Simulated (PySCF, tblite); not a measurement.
# CH₂Cl₃Si radical, a small gas-phase stand-in for a defect centre (Si site with back bonds Cl, Cl, Cl): EPR parameters

Wanted: the EPR parameters for `[CH2][Si](Cl)(Cl)Cl`. It is drawn as: carbon radical.

Programs: tblite 0.8.0 and PySCF 2.14.0. All values are calculated, for the isolated system unless a continuum is named. Atoms count from 0, parts from 1.

## 1. Starting point

7 atoms, charge 0, multiplicity 2; geometry: distance geometry start.

## 2. Relaxing the cluster with GFN2-xTB

The job: settings as JSON, then the geometry in Å.

```
{"job": {"kind": "relax", "xc": "GFN2-xTB", "basis": "xTB"}, "charge": 0, "multiplicity": 2}
Si     0.617950     0.045314    -0.000824
Cl     1.629526     1.879759    -0.155589
Cl     1.327487    -1.211794    -1.546470
Cl     1.026855    -0.897877     1.840542
C     -1.195837     0.210875    -0.325131
H     -1.723615    -0.792056    -0.249697
H     -1.686620     0.806453     0.464137
```

Method: GFN2-xTB geometry optimisation, gas phase.

Command:

```
$ OMP_NUM_THREADS=1 python cluster_run.py task.json out
```

This one command runs all jobs of the session in turn.

**Question.** The jobs that follow are: PBE0-D3(BJ)/def2-SVP geometry optimisation, gas phase; UKS B3LYP, IGLO-III on C Cl Si, pcH-1 on H, non-relativistic, mean-field spin-orbit, GIAO; UKS BHandHLYP, IGLO-III on C Cl Si, pcH-1 on H, non-relativistic, mean-field spin-orbit, GIAO. Predict: point group; rotational constants (main isotopes); g(iso) (B3LYP); ⟨S²⟩; largest a(iso) (averaged by class).

The runs gave:

| quantity | value |
| --- | --- |
| point group | Cs |
| rotational constants (main isotopes) | 1.80, 1.76, 1.30 GHz |
| g(iso) (B3LYP) | 2.00204 |
| ⟨S²⟩ | 0.754 (exact 0.75) |
| largest a(iso) (averaged by class) | 13C on C4, 76.1 MHz |

What this shows: The start of the PBE0/def2-SVP relaxation was shaken at random by about 0.01 Å, so part of the energy gained, and of the first lengths quoted, undoes that. The optimisation took 4 steps and gained 0.090 eV; among the close pairs (by a distance rule), Si0–C4 changed most, from 1.873 to 1.825 Å (PBE0/def2-SVP). No frequency check was run at this level, so the end point may be a saddle. C4 carries the largest spin population, 1.02 e. The isotropic g lies 0.3 ppt below the free-electron value. The coupling of 13C on C4 runs from 76.1 (B3LYP/IGLO-III+pcH-1) to 97.4 MHz (BHandHLYP/IGLO-III+pcH-1).
